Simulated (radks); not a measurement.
# Valence configurations of Ni⁺

NIST gives [Ar] 3d9 as the ground configuration of Ni⁺. Does this level of theory agree? Several fillings of the valence shells are run.

Program: radks (a radial shooting solver on a logarithmic mesh, Libxc functionals) version 1. Level of theory: non-relativistic Kohn-Sham, PBEsol, spin-unpolarised, spherical densities, point nucleus. These are calculated values, not measurements, unless marked.

### 1 What is computed

- element: nickel (Z = 28)
- charge: +1
- electrons: 27
- configuration: [Ar] 3d9
- others tried: 3d7 4s2; 3d8 4s1; 3d8 4p1; 3d8.5 4s0.5; 3d7 4s1 4p1; 3d6 4s2 4p1; 3d6.5 4s0.5 4p2

The outer shells:

Ni⁺
```
[Ar] core
3d [↑↓][↑↓][↑↓][↑↓][↑ ]
```

### 2 [Ar] 3d9

Settings of this run:

```text
Z 28
configuration [Ar] 3d9
relativity non-relativistic
functional pbe_sol,pbe_sol
spin unpolarised
nucleus point
```

### 3 [Ar] 3d7 4s2

Settings of this run:

```text
Z 28
configuration [Ar] 3d7 4s2
relativity non-relativistic
functional pbe_sol,pbe_sol
spin unpolarised
nucleus point
```

### 4 [Ar] 3d8 4s1

Settings of this run:

```text
Z 28
configuration [Ar] 3d8 4s1
relativity non-relativistic
functional pbe_sol,pbe_sol
spin unpolarised
nucleus point
```

### 5 [Ar] 3d8 4p1

Settings of this run:

```text
Z 28
configuration [Ar] 3d8 4p1
relativity non-relativistic
functional pbe_sol,pbe_sol
spin unpolarised
nucleus point
```

### 6 [Ar] 3d8.5 4s0.5

Settings of this run:

```text
Z 28
configuration [Ar] 3d8.5 4s0.5
relativity non-relativistic
functional pbe_sol,pbe_sol
spin unpolarised
nucleus point
```

### 7 [Ar] 3d7 4s1 4p1

Settings of this run:

```text
Z 28
configuration [Ar] 3d7 4s1 4p1
relativity non-relativistic
functional pbe_sol,pbe_sol
spin unpolarised
nucleus point
```

### 8 [Ar] 3d6 4s2 4p1

Settings of this run:

```text
Z 28
configuration [Ar] 3d6 4s2 4p1
relativity non-relativistic
functional pbe_sol,pbe_sol
spin unpolarised
nucleus point
```

### 9 [Ar] 3d6.5 4s0.5 4p2

Settings of this run:

```text
Z 28
configuration [Ar] 3d6.5 4s0.5 4p2
relativity non-relativistic
functional pbe_sol,pbe_sol
spin unpolarised
nucleus point
```

Before running it: what results should come out? Wanted: for each run, valence; E − E(NIST configuration); highest level; its energy; 1s shift.

**Answer**, as computed:

| valence | E − E(NIST configuration) (eV) | highest level | its energy (eV) | 1s shift (eV) |
| --- | --- | --- | --- | --- |
| 3d9 | 0.000 | 3d | -13.029 | +0.00 |
| 3d8.5 4s0.5 | 1.326 | 4s | -12.024 | -2.84 |
| 3d8 4s1 | 3.498 | 4s | -12.948 | -6.05 |
| 3d8 4p1 | 8.994 | 4p | -8.341 | -7.65 |
| 3d7 4s2 | 10.885 | 4s | -14.823 | -13.52 |
| 3d7 4s1 4p1 | 16.992 | 4p | -9.520 | -15.07 |
| 3d6.5 4s0.5 4p2 | 29.302 | 4p | -10.753 | -20.72 |
| 3d6 4s2 4p1 | 29.868 | 4p | -10.697 | -23.77 |

The NIST configuration is the lowest of those tried, 1.326 eV under 3d8.5 4s0.5. The energies are those of spherical spin-averaged densities, not of single terms. The 1s eigenvalue shifts by up to 23.77 eV as the valence charge is rearranged.
